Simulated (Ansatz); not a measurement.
# Ni: the cost of one run

Computed with Ansatz 0.2.0 (DFT LDA, scalar-relativistic, unless a step's input says otherwise).

## (1) The system as given

The structure is cubic, space group Fm-3m (No. 225). The conventional cell has a = 3.536 Å, b = 3.536 Å, c = 3.536 Å, α = 90.00°, β = 90.00°, γ = 90.00°. Ni (site symmetry m-3m) has 12 Ni at 2.50 Å as nearest neighbours.

As a file:

```xyz
1
Lattice="0.0000 1.7679 1.7679 1.7679 0.0000 1.7679 1.7679 1.7679 0.0000" Properties=species:S:1:pos:R:3 pbc="T T T"
Ni    0.0000    0.0000    0.0000
```

## (2) The deformed structure

Space group Fm-3m before, I4/mmm after.

## (3) All-electron LAPW

File input.yaml:

```yaml
crystal:
  lattice:
    - [0.0, 1.76795, 1.803309]
    - [1.76795, 0.0, 1.803309]
    - [1.76795, 1.76795, 0.0]
  atoms:
    - { symbol: Ni, position: [0.0, 0.0, 0.0], spin: 1.5 }
magnetization:
  spin_polarized: true
kpoints:
  mp_grid: { grid: [20, 20, 20] }
  band_path:
    path:
      - [0.0, 0.0, 0.0]
      - [0.0, 0.5, 0.5]
      - [0.25, 0.75, 0.5]
      - [0.0, 0.5, 0.0]
      - [0.0, 0.0, 0.0]
      - [0.5, 0.5, 0.0]
      - [0.3701460977, 0.6298539023, 0.0]
      - [-0.3701460977, 0.3701460977, 0.0]
      - [0.0, 0.0, 0.0]
    npoints: 5
scf:
  occupations: { method: fermi_dirac, width: 0.05 }
hamiltonian:
  xc: lda
  pseudopotentials: { kind: all_electron, lapw: { basis_error: 0.00025 } }
output:
  forces: true
  stress: true
  eigenvalues: true
```

On the command line:

```bash
$ ansatz run input.yaml --threads 1 --pin off --max-ram 3072MiB --backend cpu --events-out ev --progress --plain --runs-dir out
```

What time and memory should one allow on 1 thread of Intel Xeon Platinum 8488C (Sapphire Rapids), shared host?

About 94 s, with a peak of 1.2 GiB.
